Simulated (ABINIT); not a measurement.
MgGe2:

```
Ge Mg
1.0
     5.52149   -1.84985    0.00000
     5.52149    1.84985    0.00000
    -3.21762    0.00000    6.00777
Ge Mg
4 2
Direct
  0.52923 0.52923 0.29362
  0.47077 0.47077 0.70638
  0.88039 0.88039 0.98544
  0.11961 0.11961 0.01456
  0.81529 0.81529 0.34925
  0.18471 0.18471 0.65075
```

The cell comes from a database or a generator and needn't be the stable form of this composition.

Program: ABINIT 10.8.3 (patched build). Alike in all runs: task band structure; no spin polarisation; cell as given; smearing fermi-dirac 0.05 eV.

Question: Order these runs on this cell by their pressure, lowest first.
A. level LDA; potentials or basis JTH PAW LDA v2.0; k mesh 7 × 7 × 4; cutoff (eV) 599; fine-grid cutoff 1197.3 eV; mesh quality not flagged
B. level PBE; potentials or basis JTH PAW PBE v2.0; k mesh 7 × 7 × 4; cutoff (eV) 599; fine-grid cutoff 1197.3 eV; mesh quality not flagged
C. level r2SCAN; potentials or basis JTH PAW PBE v2.0; k mesh 4 × 4 × 2; cutoff (eV) 707; fine-grid cutoff 1306.15 eV; mesh quality coarse

Answer: A (-4.8 GPa), C (-2.3 GPa), B (-0.8 GPa).

Caveats: some runs use coarse meshes; the PAW data sets were made with another functional, which shifts forces and pressure a little (some runs).
